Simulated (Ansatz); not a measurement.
# SiC4: the cost of one run

Computed with Ansatz 0.2.0 (DFT PBE, scalar-relativistic, plane waves, PAW, unless a step's input says otherwise).

## (1) The starting structure

Symmetry: P-3m1, No. 164, trigonal system. The conventional cell has a = 2.665 Å, b = 2.665 Å, c = 21.610 Å, α = 90.00°, β = 90.00°, γ = 120.00°. Si (site symmetry 3m) has 6 C at 2.65 Å and 6 Si at 2.66 Å as nearest neighbours. C (site symmetry 3m) has 3 Si at 2.65 Å and 9 C at 2.65 to 2.66 Å as nearest neighbours. Around C (site symmetry 3m) lie 12 C at 2.65 to 2.66 Å. C (site symmetry 3m) is surrounded by 9 C at 2.65 to 2.66 Å and 3 Si at 2.65 Å.

As a file:

```cif
data_structure
_symmetry_space_group_name_H-M 'P 1'
_symmetry_Int_Tables_number 1
_cell_length_a 2.6649
_cell_length_b 2.6649
_cell_length_c 21.6100
_cell_angle_alpha 90.000
_cell_angle_beta 90.000
_cell_angle_gamma 120.000
_cell_volume 132.91
loop_
_atom_site_label
_atom_site_type_symbol
_atom_site_fract_x
_atom_site_fract_y
_atom_site_fract_z
_atom_site_occupancy
Si1 Si 0.66667 0.33333 0.15000 1
Si2 Si 0.33333 0.66667 0.85000 1
C1 C 0.66667 0.33333 0.95000 1
C2 C 0.66667 0.33333 0.35000 1
C3 C 0.66667 0.33333 0.55000 1
C4 C 0.66667 0.33333 0.75000 1
C5 C 0.33333 0.66667 0.05000 1
C6 C 0.33333 0.66667 0.25000 1
C7 C 0.33333 0.66667 0.45000 1
C8 C 0.33333 0.66667 0.65000 1
```

The start is an ordering of an alloy on its end members' structure types: elements ordered on the sites of the Ir type, Si/C on Ir (P-3m1, No. 164).

## (2) The guess as it stands, on a coarse mesh

input.yaml reads:

```yaml
crystal:
  lattice:
    - [2.66488057, 0.0, 0.0]
    - [-1.33244029, 2.30785427, 0.0]
    - [0.0, 0.0, 21.61002611]
  atoms:
    - { symbol: Si, position: [0.66666667, 0.33333333, 0.15] }
    - { symbol: Si, position: [0.33333333, 0.66666667, 0.85] }
    - { symbol: C, position: [0.66666667, 0.33333333, 0.95] }
    - { symbol: C, position: [0.66666667, 0.33333333, 0.35] }
    - { symbol: C, position: [0.66666667, 0.33333333, 0.55] }
    - { symbol: C, position: [0.66666667, 0.33333333, 0.75] }
    - { symbol: C, position: [0.33333333, 0.66666667, 0.05] }
    - { symbol: C, position: [0.33333333, 0.66666667, 0.25] }
    - { symbol: C, position: [0.33333333, 0.66666667, 0.45] }
    - { symbol: C, position: [0.33333333, 0.66666667, 0.65] }
basis:
  ecutwfc: 420
kpoints:
  mp_grid: { grid: [6, 6, 1] }
hamiltonian:
  xc: pbe
scf:
  occupations: { method: gaussian, width: 0.1 }
  lower_state_search: "off"
output:
  forces: true
  stress: true
  eigenvalues: true
```

On the command line:

```sh
$ ansatz run input.yaml --threads 1 --pin off --max-ram 2560MiB --backend cpu --events-out ev --progress --plain --runs-dir out
```

**Question.** How long does this run take on 1 thread of Intel Xeon at 2.70GHz, shared host, and how much memory does it need?

About 2.3 s, with a peak of 0.36 GiB.
